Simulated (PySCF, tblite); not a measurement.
# C₃H₄N₂OS: vibronic structure

Wanted: vibronic structure for C₃H₄N₂OS (`COc1nncs1`).

Computed with tblite 0.8.0 and PySCF 2.14.0 and routines of our own; the level stands in each step. Atoms count from 0.

## 1. The system as given

11 atoms, charge 0, multiplicity 1; geometry from: force field or distance geometry start.

## 2. Relaxing the molecule with GFN2-xTB

The job: settings as JSON, then the geometry in Å.

```
{"job": {"kind": "relax", "xc": "GFN2-xTB", "basis": "xTB"}, "charge": 0, "multiplicity": 1}
C     -2.066400    -0.036300     0.031200
O     -1.025200     0.720200     0.612900
C      0.212800     0.323000     0.266800
N      0.455800    -0.656600    -0.574900
N      1.811700    -0.850500    -0.752300
C      2.517200     0.013200    -0.067400
S      1.600000     1.114900     0.870100
H     -3.017200     0.376800     0.401000
H     -2.057400     0.059800    -1.058000
H     -2.025600    -1.088400     0.331100
H      3.599800     0.026600    -0.086400
```

The run is started by

```console
> OMP_NUM_THREADS=1 python excited_run.py task.json out
```

One launch serves the whole session: the jobs run in the order shown.

Standard output:

```text
step      E/eV     max force
  0    -587.56579    2.222
  1    -587.72136    0.649
  2    -587.73125    0.426
  3    -587.73669    0.212
  4    -587.74168    0.137
  5    -587.74297    0.109
  6    -587.74446    0.081
  7    -587.74491    0.064
  8    -587.74518    0.035
  9    -587.74527    0.022
 10    -587.74531    0.012
 11    -587.74533    0.011
 12    -587.74535    0.012
 13    -587.74536    0.009
```

Wall time 0.07 s (1 thread of Arm Neoverse V1, shared host).

The steps of the relaxation:

```
step  energy from step 0 (eV)  largest force (eV/Å)
   0                   0.0000                2.2222
   1                  -0.1556                0.6488
   2                  -0.1655                0.4261
   3                  -0.1709                0.2120
   4                  -0.1759                0.1365
   5                  -0.1772                0.1094
   6                  -0.1787                0.0813
   7                  -0.1791                0.0637
   8                  -0.1794                0.0346
   9                  -0.1795                0.0220
  10                  -0.1795                0.0122
  11                  -0.1795                0.0115
  12                  -0.1796                0.0122
  13                  -0.1796                0.0091
```

Distances of close pairs at the start and the end, largest changes first:

```
  bond  before (Å)  after (Å)  change (Å)
 C2–S6       1.707      1.762      +0.054
 N3–N4       1.381      1.329      -0.052
 C5–S6       1.713      1.749      +0.036
 N4–C5       1.309      1.275      -0.034
 O1–C2       1.345      1.317      -0.029
 C2–N3       1.314      1.288      -0.027
 C0–H7       1.101      1.087      -0.014
C5–H10       1.083      1.070      -0.013
```

The final coordinates are the input of the step that follows.

## 3. Harmonic vibrations with GFN2-xTB

The job: settings as JSON, then the geometry in Å.

```
{"job": {"kind": "ir", "xc": "GFN2-xTB", "basis": "xTB"}, "charge": 0, "multiplicity": 1}
C     -2.082386    -0.038343     0.028289
O     -1.011058     0.697897     0.602824
C      0.193883     0.307134     0.244040
N      0.483511    -0.654984    -0.561084
N      1.791033    -0.818584    -0.734131
C      2.509229     0.002828    -0.074448
S      1.602257     1.141708     0.894408
H     -2.992977     0.406929     0.421232
H     -2.053652     0.037347    -1.060106
H     -2.013707    -1.090406     0.310590
H      3.579292     0.011145    -0.097578
```

Standard output:

```text
mode    cm-1     km/mol
  1     108.0      3.59
  2     126.1      3.05
  3     200.0      8.75
  4     275.5      0.30
  5     382.1      2.87
  6     538.2     17.20
  7     565.3      5.98
  8     619.9      9.87
  9     695.8      4.47
 10     761.1     14.73
 11     782.4      3.11
 12     871.8     27.89
 13    1013.1      3.24
 14    1085.3      1.72
 15    1119.3      1.57
 16    1145.7      3.07
 17    1190.4    365.86
 18    1216.9     88.51
 19    1386.8      2.45
 20    1436.1     10.45
 21    1459.5      4.09
 22    1503.0     46.44
 23    1574.0    341.02
 24    2980.3     11.58
 25    2991.9     12.77
 26    3044.2      5.36
 27    3176.7      0.35
```

Run time: 0.27 s. Hardware: 1 thread of Arm Neoverse V1, shared host.

Which atoms move in the most intense modes:

```
cm⁻¹  km/mol                                atoms
 538    17.2            C2 37 %, N4 29 %, C5 20 %
 761    14.7   O1 25 %, S6 18 %, N4 18 %, C5 13 %
 872    27.9  N4 33 %, C5 31 %, H10 16 %, N3 13 %
1190   365.9            C2 41 %, O1 28 %, N3 26 %
1217    88.5           N3 40 %, N4 39 %, H10 11 %
1503    46.4                     C5 47 %, N4 45 %
1574   341.0                     C2 63 %, N3 20 %
2992    12.8                     H8 50 %, H9 46 %
```

## 4. Vibronic structure: TDDFT PBE0/def2-SVP

Settings changed since step 3:

```diff
@@ -1,2 +1,2 @@
-{"job": {"kind": "ir", "xc": "GFN2-xTB", "basis": "xTB"}, "charge": 0, "multiplicity": 1}
+{"job": {"kind": "vib", "xc": "PBE0", "basis": "def2-SVP", "tda": false}, "charge": 0, "multiplicity": 1}
 C     -2.082386    -0.038343     0.028289
```

Level: TDDFT PBE0/def2-SVP vertical-gradient vibronic structure (displaced harmonic oscillators, Condon), gas phase.

Standard output:

```text
final grid: 47168 points
cycle   1  E = -698.7128905440  dE =  1.383e+00  |g| = 5.393e-01  |ddm| = 3.851e+00
cycle   2  E = -698.6299514028  dE =  8.294e-02  |g| = 8.351e-01  |ddm| = 1.204e+00
cycle   3  E = -698.7693046789  dE = -1.394e-01  |g| = 1.236e-01  |ddm| = 8.350e-01
cycle   4  E = -698.7713745746  dE = -2.070e-03  |g| = 8.056e-02  |ddm| = 1.919e-01
cycle   5  E = -698.7729200848  dE = -1.546e-03  |g| = 8.397e-03  |ddm| = 8.844e-02
cycle   6  E = -698.7729284761  dE = -8.391e-06  |g| = 5.843e-03  |ddm| = 1.161e-02
cycle   7  E = -698.7729357488  dE = -7.273e-06  |g| = 6.775e-04  |ddm| = 5.465e-03
cycle   8  E = -698.7729358344  dE = -8.560e-08  |g| = 3.921e-04  |ddm| = 1.157e-03
cycle   9  E = -698.7729358765  dE = -4.206e-08  |g| = 1.108e-04  |ddm| = 5.622e-04
cycle  10  E = -698.7729358798  dE = -3.299e-09  |g| = 2.672e-05  |ddm| = 1.580e-04
cycle  11  E = -698.7729358799  dE = -1.521e-10  |g| = 1.163e-05  |ddm| = 4.081e-05
converged SCF energy = -698.7729358799

Singlet excitations (eV, f): 4.999 (0.0007)  5.904 (0.1376)  6.228 (0.0007)  6.433 (0.0294)  6.577 (0.0008)  6.927 (0.0086)

State S1  4.9987 eV  f = 0.00068  H-1->L 0.99
  relaxed dipole 1.451 D, largest gradient of the excitation energy 0.1616 Eh/bohr
  mode    cm-1        S   lambda/meV  Raman
   18   1216.9    3.3817     510.2   1.000
   22   1503.0    0.7445     138.7   0.336
   12    871.8    0.5678      61.4   0.086
   23   1574.0    0.2470      48.2   0.122
   14   1085.3    0.2903      39.1   0.068
   16   1145.7    0.1210      17.2   0.032
    5    382.1    0.2865      13.6   0.008
   10    761.1    0.0657       6.2   0.008
    9    695.8    0.0533       4.6   0.005
    7    565.3    0.0457       3.2   0.003
   27   3176.7    0.0078       3.1   0.016
   13   1013.1    0.0240       3.0   0.005
  reorganisation energy 0.8525 eV, total S 5.897, 0-0 4.1462 eV
  absorption maximum 4.935 eV, width 0.821 eV

State S2  5.9039 eV  f = 0.13759  H->L 0.91
  relaxed dipole 3.327 D, largest gradient of the excitation energy 0.1035 Eh/bohr
  mode    cm-1        S   lambda/meV  Raman
   22   1503.0    1.1372     211.9   1.000
   18   1216.9    0.5871      88.6   0.338
    7    565.3    1.1994      84.1   0.149
   23   1574.0    0.3651      71.2   0.352
   17   1190.4    0.1002      14.8   0.055
    9    695.8    0.1551      13.4   0.029
   10    761.1    0.1415      13.4   0.032
    5    382.1    0.2431      11.5   0.014
   12    871.8    0.0776       8.4   0.023
   14   1085.3    0.0526       7.1   0.024
   16   1145.7    0.0381       5.4   0.019
   19   1386.8    0.0139       2.4   0.010
  reorganisation energy 0.5334 eV, total S 4.116, 0-0 5.3705 eV
  absorption maximum 5.819 eV, width 0.666 eV

State S4  6.4329 eV  f = 0.02945  H-1->L+1 0.53, H-2->L 0.41
  relaxed dipole 1.213 D, largest gradient of the excitation energy 0.0650 Eh/bohr
  mode    cm-1        S   lambda/meV  Raman
   10    761.1    1.3868     130.9   1.000
    7    565.3    1.6896     118.4   0.672
   18   1216.9    0.3851      58.1   0.710
   12    871.8    0.3974      43.0   0.376
    9    695.8    0.2109      18.2   0.127
   23   1574.0    0.0443       8.6   0.137
    5    382.1    0.1736       8.2   0.032
   13   1013.1    0.0197       2.5   0.025
   16   1145.7    0.0118       1.7   0.019
  reorganisation energy 0.3912 eV, total S 4.334, 0-0 6.0417 eV
  absorption maximum 6.372 eV, width 0.460 eV

State T1  4.1469 eV  f = 0.00000  H->L 0.94
  relaxed dipole 2.343 D, largest gradient of the excitation energy 0.1365 Eh/bohr
  mode    cm-1        S   lambda/meV  Raman
   22   1503.0    1.9753     368.1   1.000
   23   1574.0    0.8451     164.9   0.469
   18   1216.9    0.9347     141.0   0.310
    7    565.3    0.9482      66.5   0.068
   17   1190.4    0.1639      24.2   0.052
   14   1085.3    0.0887      11.9   0.023
    5    382.1    0.1656       7.8   0.005
   10    761.1    0.0785       7.4   0.010
    9    695.8    0.0766       6.6   0.008
   12    871.8    0.0338       3.7   0.006
   16   1145.7    0.0234       3.3   0.007
   19   1386.8    0.0131       2.2   0.006
  reorganisation energy 0.8116 eV, total S 5.374, 0-0 3.3352 eV
  absorption maximum 4.054 eV, width 0.856 eV
```

Run time: 21 s. Hardware: 1 thread of Arm Neoverse V1, shared host; peak memory 0.64 GiB.

## 5. Vibronic structure: TDDFT OLYP/def2-SVP

Settings changed since step 4:

```diff
@@ -1,2 +1,2 @@
-{"job": {"kind": "vib", "xc": "PBE0", "basis": "def2-SVP", "tda": false}, "charge": 0, "multiplicity": 1}
+{"job": {"kind": "vib", "xc": "OLYP", "basis": "def2-SVP", "tda": false, "fwhm_ev": 0.01, "nstates": 2, "grid": 3}, "charge": 0, "multiplicity": 1}
 C     -2.082386    -0.038343     0.028289
```

With the program's defaults for keys left out, this is: TDDFT OLYP/def2-SVP vertical-gradient vibronic structure (displaced harmonic oscillators, Condon), gas phase.

Standard output:

```text
coarse grid: 10576 points
cycle   1  E = -699.0133826333  dE =  1.186e+00  |g| = 5.869e-01  |ddm| = 3.914e+00
cycle   2  E = -698.6597854165  dE =  3.536e-01  |g| = 1.362e+00  |ddm| = 2.302e+00
cycle   3  E = -699.0617555085  dE = -4.020e-01  |g| = 3.186e-01  |ddm| = 1.939e+00
cycle   4  E = -699.0834777562  dE = -2.172e-02  |g| = 1.458e-01  |ddm| = 4.928e-01
cycle   5  E = -699.0884247322  dE = -4.947e-03  |g| = 3.073e-02  |ddm| = 1.616e-01
cycle   6  E = -699.0885557923  dE = -1.311e-04  |g| = 1.966e-02  |ddm| = 4.440e-02
cycle   7  E = -699.0886381753  dE = -8.238e-05  |g| = 4.263e-03  |ddm| = 2.041e-02
cycle   8  E = -699.0886423195  dE = -4.144e-06  |g| = 1.706e-03  |ddm| = 6.396e-03
final grid: 142352 points
cycle   9  E = -699.1752019331  dE =  1.118e-05  |g| = 2.141e-02  |ddm| = 4.790e-02
cycle  10  E = -699.1747681018  dE =  4.338e-04  |g| = 4.869e-02  |ddm| = 6.296e-02
cycle  11  E = -699.1752679726  dE = -4.999e-04  |g| = 1.078e-02  |ddm| = 5.493e-02
cycle  12  E = -699.1752973328  dE = -2.936e-05  |g| = 1.425e-03  |ddm| = 1.183e-02
cycle  13  E = -699.1752977403  dE = -4.076e-07  |g| = 5.160e-04  |ddm| = 1.819e-03
cycle  14  E = -699.1752978030  dE = -6.262e-08  |g| = 1.825e-04  |ddm| = 7.051e-04
cycle  15  E = -699.1752978113  dE = -8.368e-09  |g| = 3.796e-05  |ddm| = 2.183e-04
cycle  16  E = -699.1752978116  dE = -3.170e-10  |g| = 1.653e-05  |ddm| = 5.319e-05
converged SCF energy = -699.1752978116

Singlet excitations (eV, f): 4.506 (0.0003)  5.419 (0.0779)

State S1  4.5058 eV  f = 0.00034  H->L 0.99
  relaxed dipole 1.380 D, largest gradient of the excitation energy 0.1434 Eh/bohr
  mode    cm-1        S   lambda/meV  Raman
   18   1216.9    2.8015     422.7   1.000
   22   1503.0    0.5664     105.5   0.308
   23   1574.0    0.2797      54.6   0.167
   14   1085.3    0.3367      45.3   0.096
   12    871.8    0.2671      28.9   0.049
   16   1145.7    0.0940      13.3   0.030
    5    382.1    0.2047       9.7   0.007
    7    565.3    0.1257       8.8   0.010
   17   1190.4    0.0451       6.7   0.015
    9    695.8    0.0513       4.4   0.006
   10    761.1    0.0410       3.9   0.006
   13   1013.1    0.0258       3.2   0.006
  reorganisation energy 0.7114 eV, total S 4.891, 0-0 3.7944 eV
  absorption maximum 4.246 eV, width 0.648 eV

State S2  5.4193 eV  f = 0.07791  H-1->L 0.73, H->L+1 0.20
  relaxed dipole 3.641 D, largest gradient of the excitation energy 0.0724 Eh/bohr
  mode    cm-1        S   lambda/meV  Raman
   22   1503.0    0.7939     147.9   1.000
    7    565.3    1.0246      71.8   0.183
   18   1216.9    0.1986      30.0   0.164
   10    761.1    0.2167      20.4   0.070
    5    382.1    0.2346      11.1   0.019
    9    695.8    0.0987       8.5   0.027
   16   1145.7    0.0419       6.0   0.031
   17   1190.4    0.0361       5.3   0.028
   23   1574.0    0.0267       5.2   0.037
   12    871.8    0.0422       4.6   0.018
   14   1085.3    0.0072       1.0   0.005
   19   1386.8    0.0056       1.0   0.006
  reorganisation energy 0.3145 eV, total S 2.735, 0-0 5.1048 eV
  absorption maximum 5.175 eV, width 0.378 eV

State T1  4.0914 eV  f = 0.00000  H->L 0.98
  relaxed dipole 1.497 D, largest gradient of the excitation energy 0.1399 Eh/bohr
  mode    cm-1        S   lambda/meV  Raman
   18   1216.9    2.1800     328.9   1.000
   22   1503.0    0.7532     140.4   0.527
   12    871.8    0.3823      41.3   0.090
   23   1574.0    0.1720      33.6   0.132
   14   1085.3    0.1797      24.2   0.066
   16   1145.7    0.0835      11.9   0.034
    5    382.1    0.1475       7.0   0.007
    7    565.3    0.0530       3.7   0.005
   17   1190.4    0.0245       3.6   0.011
   27   3176.7    0.0084       3.3   0.026
    6    538.2    0.0255       1.7   0.002
    1    108.0    0.1122       1.5   0.000
  reorganisation energy 0.6061 eV, total S 4.187, 0-0 3.4853 eV
  absorption maximum 3.787 eV, width 0.644 eV
```

Run time: 38 s. Hardware: 1 thread of Arm Neoverse V1, shared host; peak memory 0.71 GiB.

## 6. Outcome

```
                                                                                     quantity                     value
                                                    strongest single infrared mode (GFN2-xTB)     1190 cm⁻¹, 366 km/mol
                                                                 zero-point energy (GFN2-xTB)             46.1 kcal/mol
S1: vertical, reorganisation, 0-0, total S (step 4, TDDFT PBE0/def2-SVP, modes from GFN2-xTB)  5.00, 0.85, 4.15 eV; 5.9
S2: vertical, reorganisation, 0-0, total S (step 4, TDDFT PBE0/def2-SVP, modes from GFN2-xTB)  5.90, 0.53, 5.37 eV; 4.1
S4: vertical, reorganisation, 0-0, total S (step 4, TDDFT PBE0/def2-SVP, modes from GFN2-xTB)  6.43, 0.39, 6.04 eV; 4.3
S1: vertical, reorganisation, 0-0, total S (step 5, TDDFT OLYP/def2-SVP, modes from GFN2-xTB)  4.51, 0.71, 3.79 eV; 4.9
S2: vertical, reorganisation, 0-0, total S (step 5, TDDFT OLYP/def2-SVP, modes from GFN2-xTB)  5.42, 0.31, 5.10 eV; 2.7
  T1: vertical, reorganisation, 0-0, total S (step 5, TDA OLYP/def2-SVP, modes from GFN2-xTB)  4.09, 0.61, 3.49 eV; 4.2
```

What this shows: All 27 modes are real, so the xTB geometry is a minimum. The strongest single mode, at 1190 cm⁻¹, has its largest shares on C2, O1 and N3 (the list is cut at 3 atoms). GFN2-xTB is a fitted tight-binding method: band positions and strengths are rough. Its intensities can rank the bands wrongly. The vibronic model keeps the ground-state modes (from xTB) and shifts them along the gradient alone, so it can miss much of the relaxation that a full optimisation finds. Some states lie very close; unless symmetry makes them partners, their order is unsure.
